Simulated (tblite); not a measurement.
# C4H12BP: the cost of one run

The runs use tblite 0.8.0 and PySCF 2.14.0, with density-fitted response routines of our own; the level of theory stands in each step. All values are computed, except where a source is named. Atoms are numbered from 0 throughout.

### 1 Starting geometry

18 atoms, charge 0, multiplicity 1; geometry from: force field or distance geometry start.

Bonds of the start (Å): C0–C1 1.52, C1–C2 1.50, C2–B3 1.59, B3–C4 1.62, B3–P5 1.93, C0–H6 1.13, C0–H7 1.12, C0–H8 1.10, C1–H9 1.10, C1–H10 1.11, C2–H11 1.13, C2–H12 1.11, C4–H13 1.11, C4–H14 1.11, C4–H15 1.11, P5–H16 1.43, P5–H17 1.43.

### 2 Geometry optimisation with GFN2-xTB

What the job is given:

```
{"job": {"kind": "relax", "xc": "GFN2-xTB", "basis": "xTB"}, "charge": 0, "multiplicity": 1}
C     -2.698300     0.290600     0.345100
C     -1.329700    -0.304400     0.066100
C     -0.210600     0.691900     0.200200
B      1.215500     0.063800    -0.095500
C      1.433300    -1.529000     0.059000
P      2.818300     1.123300     0.113100
H     -2.659500     0.943300     1.260800
H     -3.390400    -0.559500     0.568800
H     -3.047100     0.857500    -0.532100
H     -1.349300    -0.707800    -0.956400
H     -1.236500    -1.170700     0.754300
H     -0.354900     1.514800    -0.556400
H     -0.188900     1.178700     1.198000
H      1.394300    -1.954200    -0.961700
H      0.687100    -1.950500     0.759600
H      2.416300    -1.693700     0.549300
H      3.915300     0.681800    -0.695500
H      2.576500     2.530500     0.117400
```

The run is started by

```console
$ OMP_NUM_THREADS=1 python probes_run.py task.json out
```

This one command runs all jobs of the session in turn.

**Question.** How long does this first job take on 1 thread of Arm Neoverse N1, shared host, and how much memory does it need?

About 1.1 s, with a peak of 0.18 GiB.
